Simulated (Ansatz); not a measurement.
# BCCD(T)/6-31G(d) (spherical functions) run of BSiH4O2F (SMILES OB(F)O[SiH3])

What is the energy change on altering one bond length of BSiH4O2F at BCCD(T)/6-31G* (spherical functions)? 

The calculation is run with Ansatz 0.2.0.

129 further runs of the same task are left out: 1 that didn't finish, 128 set aside as unsound or not needed.

## (1) The system as given

BSiH4O2F has 9 atoms, charge 0, and is taken as a singlet. As SMILES, `OB(F)O[SiH3]`. The coordinates come from a PBE0-D4/def2-TZVP relaxation. This is one conformer, not always the lowest.

Bond lengths: O1–B2 1.359 Å, B2–F3 1.334 Å, B2–O4 1.348 Å, O4–Si5 1.655 Å, O1–H6 0.960 Å, Si5–H7 1.480 Å, Si5–H8 1.484 Å, Si5–H9 1.484 Å. Some angles: O1–B2–F3 120.0°, O1–B2–O4 121.1°, F3–B2–O4 118.9°, B2–O4–Si5 131.9°, B2–O1–H6 113.4°, O4–Si5–H7 106.4°, O4–Si5–H8 110.2°, O4–Si5–H9 110.2°, H7–Si5–H8 110.1°, H7–Si5–H9 110.1°.

## (2) The energy at BCCD(T)/6-31G(d) (spherical functions)

input.yaml reads:

```yaml
crystal:
  periodic: [false, false, false]
  atoms:
    - {symbol: O, position_ang: [-1.614100, 0.556700, 0.394000]}
    - {symbol: B, position_ang: [-0.395400, 1.157100, 0.352700]}
    - {symbol: F, position_ang: [-0.277300, 2.450800, 0.657900]}
    - {symbol: O, position_ang: [0.708900, 0.466900, 0.006200]}
    - {symbol: Si, position_ang: [0.934200, -1.114900, -0.425000]}
    - {symbol: H, position_ang: [-2.322500, 1.149900, 0.654100]}
    - {symbol: H, position_ang: [2.381900, -1.273900, -0.690900]}
    - {symbol: H, position_ang: [0.154500, -1.427600, -1.647800]}
    - {symbol: H, position_ang: [0.518200, -2.011000, 0.681800]}
basis:
  gaussian:
    orbitals: 6-31G_st_-spherical.json
correlation:
  method: bccd_t
  frozen_orbitals: {B: 1, F: 1, H: 0, O: 1, Si: 5}
accuracy: high
scf:
  omitted_lower_state_checks: [cluster_reference, increment]
```

The basis set 6-31G* is read from a file made from the Basis Set Exchange's data (not shown).

The run is started by

```console
ansatz run input.yaml --threads 1 --pin off --max-ram 3480MiB --events-out events.jsonl --progress --plain --runs-dir runs
```

What it wrote, cut to the lines that bear on the results:

```text
Warning: RAYON_NUM_THREADS=1 ignored (pool sized by the plan → 1); use --threads N
Functional definition: HF
  name "HF"
[...]
1877 factors; integrals over basis functions are off by at most 3.6e-9 eV
[...]
mean field -15382.70900907 eV, -565.3041293088 hartree, gradient 6.8e-8 eV, S^2 0.000000; 0 other end points of the search recorded, 0 dependent functions left out
9 core orbitals not correlated: weight in the atoms' cores, before any rotation towards them, 1.000 or more for the frozen orbitals, at most 0.000 for the correlated occupied ones
reference -15382.70900907 eV, -565.3041293088 hartree; 15, 15 occupied and 58, 58 virtual orbitals, 1877 factors
second order -18.14225807 eV of doubles, -0.00000000 eV of singles
cycle   1  -18.34867507 eV  change   -2.1e-1 eV  update   1.0e-1
[...]
cycle  19  -18.87712019 eV  change   -1.9e-9 eV  update   2.6e-9
perturbative correction -0.44439464 eV, -0.0163312019 hartree
Total energy: -15402.03052391 eV, -566.0141818823 hartree
Checks for a lower state left out: cluster_reference, increment
```

Run time: 16 s. Hardware: 1 thread of Intel Xeon 6975P-C (Granite Rapids), shared host; peak memory 0.62 GiB.

## (3) The distorted shape at the same level

in.yaml reads:

```yaml
crystal:
  periodic: [false, false, false]
  atoms:
    - {symbol: O, position_ang: [-1.224272, 0.713041, 1.005366]}
    - {symbol: B, position_ang: [-0.005572, 1.313441, 0.964066]}
    - {symbol: F, position_ang: [0.112528, 2.607141, 1.269266]}
    - {symbol: O, position_ang: [1.098728, 0.623241, 0.617566]}
    - {symbol: Si, position_ang: [1.324028, -0.958559, 0.186366]}
    - {symbol: H, position_ang: [-1.932672, 1.306241, 1.265466]}
    - {symbol: H, position_ang: [2.771728, -1.117559, -0.079534]}
    - {symbol: H, position_ang: [0.154500, -1.427600, -1.647800]}
    - {symbol: H, position_ang: [0.908028, -1.854659, 1.293166]}
basis:
  gaussian:
    orbitals: 6-31G_st_-spherical.json
accuracy: high
scf:
  omitted_lower_state_checks: [cluster_reference, increment]
correlation:
  method: bccd_t
  frozen_orbitals: {B: 1, F: 1, H: 0, O: 1, Si: 5}
```

The basis set 6-31G* is read from a file made from the Basis Set Exchange's data (not shown).

The run is started by

```console
ansatz run in.yaml --threads 1 --pin off --max-ram 3480MiB --events-out events.jsonl --progress --plain --runs-dir runs
```

What it wrote, cut to the lines that bear on the results:

```text
Warning: RAYON_NUM_THREADS=1 ignored (pool sized by the plan → 1); use --threads N
[... 2 set-up lines as earlier in the session ...]
[...]
1874 factors; integrals over basis functions are off by at most 3.6e-9 eV
[...]
mean field -15380.38768628 eV, -565.2188222695 hartree, gradient 9.0e-8 eV, S^2 0.000000; 0 other end points of the search recorded, 0 dependent functions left out; unrestricted orbitals would lower it
9 core orbitals not correlated: weight in the atoms' cores, before any rotation towards them, 1.000 or more for the frozen orbitals, at most 0.000 for the correlated occupied ones
reference -15380.38768628 eV, -565.2188222695 hartree; 15, 15 occupied and 58, 58 virtual orbitals, 1874 factors
second order -18.36573744 eV of doubles, -0.00000000 eV of singles
cycle   1  -18.63798147 eV  change   -2.7e-1 eV  update   1.2e-1
[...]
cycle  23  -19.29404676 eV  change  -2.5e-10 eV  update   1.1e-9
perturbative correction -0.49026621 eV, -0.0180169509 hartree
Total energy: -15400.17199925 eV, -565.9458823608 hartree
Checks for a lower state left out: cluster_reference, increment
```

Wall time 20 s (1 thread of Intel Xeon 6975P-C (Granite Rapids), shared host); peak memory 0.61 GiB.

## (4) Results

At BCCD(T)/6-31G* (spherical functions), 9 core orbitals frozen:

| quantity | value |
| --- | --- |
| first shape: total energy | -566.01418 Eh |
| first shape: correlation energy (9 core orbitals frozen) | -710.1 mEh |
| first shape: (T) correction | -16.33 mEh |
| distorted shape: total energy | -565.94588 Eh |
| distorted shape: correlation energy (9 core orbitals frozen) | -727.1 mEh |
| distorted shape: (T) correction | -18.02 mEh |
| energy change with the Si5–H8 bond stretched from 1.484 to 2.225 Å | 1.859 eV |

**Reading.** With the Si5–H8 bond stretched from 1.484 to 2.225 Å the energy rises by 1.86 eV (179 kJ/mol). The first shape isn't relaxed at this level, so the change isn't measured from a minimum. The triples (first shape) make up 2.3 % of the correlation energy. The restricted solution (distorted shape) is unstable to spin breaking: an unrestricted one lies lower. The triples (distorted shape) make up 2.5 % of the correlation energy.
